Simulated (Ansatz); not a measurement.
Crystal: HPbNO4.

```
H Pb N O
1.0
     4.19923    0.11117    0.16817
     1.91600    3.89132    0.12568
     1.76085    1.25259    6.37266
H Pb N O
1 1 1 4
Direct
  0.89145 0.68202 0.62796
  0.14426 0.92872 0.88352
  0.25670 0.28861 0.30171
  0.83108 0.65056 0.78405
  0.38694 0.22380 0.11295
  0.31104 0.03576 0.45856
  0.07726 0.60633 0.32275
```

The cell was built by a generator and needn't be a form met in nature.

* Program: Ansatz 0.2.0
* Task: relaxation of cell and atoms
* Functional: PBE
* Dispersion: D4
* Potentials or basis: Ansatz PAW
* Cutoff: 420 eV (not typed: the program's choice for these potentials)
* k mesh: 5 × 5 × 3
* Occupations: fermi-dirac, width 0.05 eV
* Spin: no spin polarisation

At the start: volume 14.48 Å³/atom.

How do energy, volume and symmetry change on relaxing?

It ends after 14 steps and the volume is 14.00 Å³/atom (-3.4 %); space group P1 (No. 1, to 0.05 Å).

Step by step:
| step | energy change (eV) | largest force (eV/Å) | volume (Å³) |
| --- | --- | --- | --- |
| 1 | 0.0000 | 0.0212 | 101.39 |
| 2 | -0.0216 | 0.0530 | 98.94 |
| 3 | -0.0230 | 0.0751 | 98.68 |
| 4 | -0.0245 | 0.1822 | 98.31 |
| 5 | -0.0250 | 0.0437 | 98.38 |
| 6 | -0.0252 | 0.0465 | 98.34 |
| 7 | -0.0253 | 0.0026 | 98.35 |
| 8 | -0.0151 | 0.0021 | 98.35 |
| 9 | -0.0170 | 0.0281 | 97.89 |
| 10 | -0.0168 | 0.0155 | 97.97 |
| 11 | -0.0168 | 0.0195 | 97.97 |
| 12 | -0.0168 | 0.0195 | 97.97 |
| 13 | -0.0168 | 0.0038 | 97.98 |
| 14 | -0.0155 | 0.0038 | 97.98 |

Final structure:
```
H Pb N O
1.0
     4.14749    0.10591    0.16974
     1.88999    3.82605    0.10837
     1.74286    1.20155    6.33440
H Pb N O
1 1 1 4
Direct
  0.89409 0.68103 0.62294
  0.13839 0.93910 0.88375
  0.25713 0.28639 0.30395
  0.83211 0.65111 0.78001
  0.38984 0.21875 0.11396
  0.31340 0.03077 0.46055
  0.07377 0.60865 0.32635
```

Caveat: the plane-wave basis is chosen anew once the cell has moved, so the energies of steps on either side of that aren't comparable; the pressure holds a Pulay correction of +0.6 GPa for the finite cutoff.
